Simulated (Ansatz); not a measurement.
**KCr4ClO6: two electronic states of one cell**

Aim: solve KCr4ClO6 (a borrowed structure type, volume estimated) from each of its saved states, at one geometry and mesh, and see which is lowest and how they differ.

Program: Ansatz 0.2.0. Level of theory: DFT, PBE, with U_eff = 1.1 eV on Cr d, plane waves, PAW. These are calculated values, not measurements.

## (1) The structure

Symmetry: P6/mmm, No. 191, hexagonal system. Conventional cell: a = 4.842 Å, b = 4.842 Å, c = 8.198 Å, α = 90.00°, β = 90.00°, γ = 120.00°. Around Cr (site symmetry 3m) lie 3 O at 1.66 Å. Around K (site symmetry 6/mmm) lie 12 O at 2.86 Å. Cl (site symmetry 6/mmm) has 12 Cr at 3.26 Å as nearest neighbours. O (site symmetry 2mm) has 2 Cr at 1.66 Å as nearest neighbours.

Symmetry-reduced, conventional setting; the input below types the cell that was run:

```cif
data_structure
_symmetry_space_group_name_H-M 'P6/mmm'
_symmetry_Int_Tables_number 191
_cell_length_a 4.8419
_cell_length_b 4.8419
_cell_length_c 8.1983
_cell_angle_alpha 90.000
_cell_angle_beta 90.000
_cell_angle_gamma 120.000
_cell_volume 166.45
loop_
_atom_site_label
_atom_site_type_symbol
_atom_site_symmetry_multiplicity
_atom_site_Wyckoff_symbol
_atom_site_fract_x
_atom_site_fract_y
_atom_site_fract_z
_atom_site_occupancy
Cr1 Cr 4 h 0.33333 0.66667 0.29528 1
K1 K 1 a 0.00000 0.00000 0.00000 1
Cl1 Cl 1 b 0.00000 0.00000 0.50000 1
O1 O 6 i 0.50000 0.50000 0.18610 1
```

The states: A, Cr1 up, Cr2 up, Cr3 down, Cr4 down (collinear spin); B, Cr1 up, Cr2 down, Cr3 down, Cr4 up (collinear spin). Each run reads its own saved solution as saved_state.

## (2) State A: the run

The input, input.yaml:

```yaml
crystal:
  lattice:
    - [4.84185373, 0.0, 0.0]
    - [-2.42092686, 4.19317191, 0.0]
    - [0.0, 0.0, 8.19830386]
  atoms:
    - { symbol: Cr, position: [0.33333, 0.66667, 0.29528], spin: 3.0 }
    - { symbol: Cr, position: [0.66667, 0.33333, 0.29528], spin: 3.0 }
    - { symbol: Cr, position: [0.33333, 0.66667, 0.70472], spin: -3.0 }
    - { symbol: Cr, position: [0.66667, 0.33333, 0.70472], spin: -3.0 }
    - { symbol: K, position: [0.0, 0.0, 0.0] }
    - { symbol: Cl, position: [0.0, 0.0, 0.5] }
    - { symbol: O, position: [0.5, 0.5, 0.1861] }
    - { symbol: O, position: [0.0, 0.5, 0.1861] }
    - { symbol: O, position: [0.5, 0.0, 0.1861] }
    - { symbol: O, position: [0.5, 0.5, 0.8139] }
    - { symbol: O, position: [0.5, 0.0, 0.8139] }
    - { symbol: O, position: [0.0, 0.5, 0.8139] }
kpoints:
  mp_grid: { grid: [6, 6, 3], shift: [0, 0, 0] }
magnetization:
  spin_polarized: true
scf:
  occupations: { method: fermi_dirac }
  lower_state_search: "off"
  max_iter: 200
hamiltonian:
  pseudopotentials: { kind: paw }
  xc: pbe
  hubbard:
    projectors: all-electron-ortho-atomic
    sites: [{ species: Cr, l: d, u_eff: 1.1 }]
basis:
  ecutwfc: 420
  fft_grid_basis: typed
output:
  forces: true
  stress: true
  eigenvalues: true
  bader: true
  populations: true
  elf: true
  write_potential: true
  volumetric_format: npy
  dos:
    e_range: [-12, 8]
    de: 0.05
    projected: { site_lists: { Cl: [Cl], Cr: [Cr], K: [K], O: [O] } }
checkpoint:
  read: saved_state
```

## (4) Run from state B

input.yaml, as its differences from that of step 2:

```diff
@@ -8,4 +8,4 @@
     - { symbol: Cr, position: [0.66667, 0.33333, 0.29528], spin: 3.0 }
-    - { symbol: Cr, position: [0.33333, 0.66667, 0.70472], spin: -3.0 }
-    - { symbol: Cr, position: [0.66667, 0.33333, 0.70472], spin: -3.0 }
+    - { symbol: Cr, position: [0.33333, 0.66667, 0.70472], spin: 3.0 }
+    - { symbol: Cr, position: [0.66667, 0.33333, 0.70472], spin: 3.0 }
     - { symbol: K, position: [0.0, 0.0, 0.0] }
@@ -18,4 +18,19 @@
     - { symbol: O, position: [0.0, 0.5, 0.8139] }
+  symmetry: { detect: false, time_reversal: true }
 kpoints:
   mp_grid: { grid: [6, 6, 3], shift: [0, 0, 0] }
+  band_path:
+    path:
+      - [0.0, 0.0, 0.0]
+      - [0.49999984, 2.1e-07, 0.0]
+      - [0.33333323, 0.33333365, 0.0]
+      - [0.0, 0.0, 0.0]
+      - [0.0, 0.0, 0.5]
+      - [0.49999984, 2.1e-07, 0.5]
+      - [0.33333323, 0.33333365, 0.5]
+      - [0.0, 0.0, 0.5]
+      - [0.49999984, 2.1e-07, 0.5]
+      - [0.49999984, 2.1e-07, 0.0]
+      - [0.33333323, 0.33333365, 0.5]
+    npoints: 6
 magnetization:
```

(Steps that only read results are left out.)

**Question.** What will these runs give? Wanted: for each run, free energy; largest site moment; size of the net moment; gap; pressure; largest force.

As calculated:

```tsv
state	free energy (meV/atom)	largest site moment (μB)	size of the net moment (μB/cell)	gap (eV)	pressure (GPa)	largest force (eV/Å)	SCF cycles
A	16.5	1.79	0.00	metal	34.5	5.37	11
B	0.0	1.43	0.00	0.39	31.3	5.13	13
```

What this shows: State B lies lowest, 16.5 meV per atom under state A. They differ in kind: A is a metal, B is gapped. The atoms are far from rest (forces to 5.4 eV/Å), so order and character hold for this geometry alone. At the same volume their pressures differ by 3.2 GPa. Every run converged, so convergence alone does not show that a state is the lowest.

Keep in mind: a band edge lies within two smearing widths of the Fermi level.
